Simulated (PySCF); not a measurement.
# Tl(CCH): other functionals and bases at one geometry

How far do other levels of theory move the description of Tl(CCH), and what does each cost? It is a constructed species; whether it can be made isn't addressed.

Method: several levels, as the steps say, no spin–orbit coupling; program: PySCF 2.14.0.

5 further runs of the same task are left out: 2 for a known fault of the program, 2 that didn't finish, 1 set aside as unsound or not needed.

**1. Where the work starts**

4 atoms, charge 0, spin multiplicity 1.

Bond lengths: Tl1–C2 2.316 Å, C2–C3 1.233 Å, C3–H4 1.077 Å. Angles: Tl1–C2–C3 180.0°, C2–C3–H4 180.0°.

Geometry (Å):

```xyz
4

Tl    0.0000    0.0000   -0.2086
C     0.0000    0.0000    2.1074
C     0.0000    0.0000    3.3400
H     0.0000    0.0000    4.4173
```

Formal oxidation states: Tl +1. An earlier session relaxed this geometry at r2SCAN, Tl def2-SVP with ECP60, C def2-SVP, H def2-SVP (singlet, point group C∞v).

At r2SCAN on the finer grid: E = -249.227550 Eh, HOMO -6.21 eV, LUMO -2.11 eV, Mulliken charge on Tl1 +0.39 e, largest force component 0.015 eV/Å. 

Levels to run: CAM-B3LYP; BP86; M06-L; BLYP; r2SCAN, TZVP; r2SCAN, x2c-SVP. Hardware: 2 threads of Arm Neoverse V1, shared host.

**2. CAM-B3LYP**

run.py (the lines that set the calculation) reads:

```python
mol = gto.M(atom='''
Tl     0.00000     0.00000    -0.20856
C      0.00000     0.00000     2.10741
C      0.00000     0.00000     3.33997
H      0.00000     0.00000     4.41725''',
    basis={'Tl': 'def2-SVP', 'C': 'def2-SVP', 'H': 'def2-SVP'},
    ecp={'Tl': 'def2-SVP'},
    charge=0, spin=0)
mf = dft.RKS(mol, xc='CAMB3LYP')
mf.grids.atom_grid = (75, 302)
mf = mf.density_fit()  # fitting sets: Tl def2-universal-JKFIT, C def2-universal-JKFIT, H def2-universal-JKFIT
mf.conv_tol = 1e-08; mf.max_cycle = 55
mf.kernel(dm0)  # dm0: the density of the relaxed state
```

On the command line:

```sh
> OMP_NUM_THREADS=2 python run.py
```

**3. BP86**

run.py (the lines that set the calculation), as its differences from that of step 2:

```diff
@@ -8,3 +8,3 @@
     charge=0, spin=0)
-mf = dft.RKS(mol, xc='CAMB3LYP')
+mf = dft.RKS(mol, xc='B88,P86')
 mf.grids.atom_grid = (75, 302)
```

**4. M06-L**

run.py (the lines that set the calculation), as its differences from that of step 3:

```diff
@@ -8,3 +8,3 @@
     charge=0, spin=0)
-mf = dft.RKS(mol, xc='B88,P86')
+mf = dft.RKS(mol, xc='M06L')
 mf.grids.atom_grid = (75, 302)
```

**5. BLYP**

run.py (the lines that set the calculation), as its differences from that of step 4:

```diff
@@ -8,3 +8,3 @@
     charge=0, spin=0)
-mf = dft.RKS(mol, xc='M06L')
+mf = dft.RKS(mol, xc='BLYP')
 mf.grids.atom_grid = (75, 302)
```

**6. r2SCAN, TZVP**

Basis: Tl def2-TZVP with ECP60, C def2-TZVP, H def2-TZVP. 

run.py (the lines that set the calculation) reads:

```python
mol = gto.M(atom='''
Tl     0.00000     0.00000    -0.20856
C      0.00000     0.00000     2.10741
C      0.00000     0.00000     3.33997
H      0.00000     0.00000     4.41725''',
    basis={'Tl': 'def2-TZVP', 'C': 'def2-TZVP', 'H': 'def2-TZVP'},
    ecp={'Tl': 'def2-TZVP'},
    charge=0, spin=0)
mf = dft.RKS(mol, xc='R2SCAN')
mf.grids.atom_grid = (75, 302)
mf = mf.density_fit()  # fitting sets: Tl def2-universal-JKFIT, C def2-universal-JKFIT, H def2-universal-JKFIT
mf.conv_tol = 1e-08; mf.max_cycle = 55
mf.kernel(dm0)  # dm0: free metal ions and neutral atoms
```

**7. r2SCAN, x2c-SVP**

Basis: Tl x2c-SVPall, C x2c-SVPall, H x2c-SVPall. All electrons are treated, with the spin-free X2C Hamiltonian.

run.py (the lines that set the calculation) reads:

```python
mol = gto.M(atom='''
Tl     0.00000     0.00000    -0.20856
C      0.00000     0.00000     2.10741
C      0.00000     0.00000     3.33997
H      0.00000     0.00000     4.41725''',
    basis={'Tl': 'x2c-SVPall', 'C': 'x2c-SVPall', 'H': 'x2c-SVPall'},
    nucmod='G',
    charge=0, spin=0)
mf = dft.RKS(mol, xc='R2SCAN')
mf.grids.atom_grid = (99, 590)
mf = mf.density_fit()  # fitting sets: Tl AutoAux, C AutoAux, H AutoAux
mf = mf.sfx2c1e()
mf.conv_tol = 1e-08; mf.max_cycle = 55
mf.kernel(dm0)  # dm0: free metal ions and neutral atoms
```

Q: Predict the outcome of this session. Wanted: for each run, HOMO; gap; charge on Tl1; dipole; largest force.

The runs gave:

| level | state | HOMO (eV) | gap (eV) | charge on Tl1 (e) | dipole (D) | largest force (eV/Å) | basis functions | time |
| --- | --- | --- | --- | --- | --- | --- | --- | --- |
| r2SCAN (relaxed here) | singlet | -6.21 | 4.10 | 0.39 | 1.89 | 0.02 | 59 | 5.4 s |
| CAM-B3LYP | singlet | -8.24 | 7.33 | 0.37 | 2.00 | 1.01 | 59 | 1.6 s |
| BP86 | singlet | -6.06 | 3.62 | 0.33 | 1.77 | 0.70 | 59 | 1.4 s |
| M06-L | singlet | -5.98 | 4.06 | 0.45 | 2.24 | 0.34 | 59 | 1.8 s |
| BLYP | singlet | -5.77 | 3.45 | 0.30 | 1.70 | 0.53 | 59 | 1.4 s |
| r2SCAN, TZVP | singlet | -6.26 | 4.11 | 0.54 | 2.13 | 0.82 | 118 | 7.6 s |
| r2SCAN, x2c-SVP | singlet | -6.17 | 4.09 | 0.46 | 1.96 | 0.30 | 95 | 17 s |

Times are on 2 threads of Arm Neoverse V1, shared host; the first row also made further properties.

In one basis the HOMO–LUMO gap runs from 3.45 eV (BLYP) to 7.33 eV (CAM-B3LYP). The largest leftover force, 1.01 eV/Å with CAM-B3LYP, stands at a geometry relaxed at another level. The Mulliken charge on Tl spans +0.30 to +0.54 e over the levels. Total energies of different levels can't be compared. Spin–orbit coupling is left out throughout.
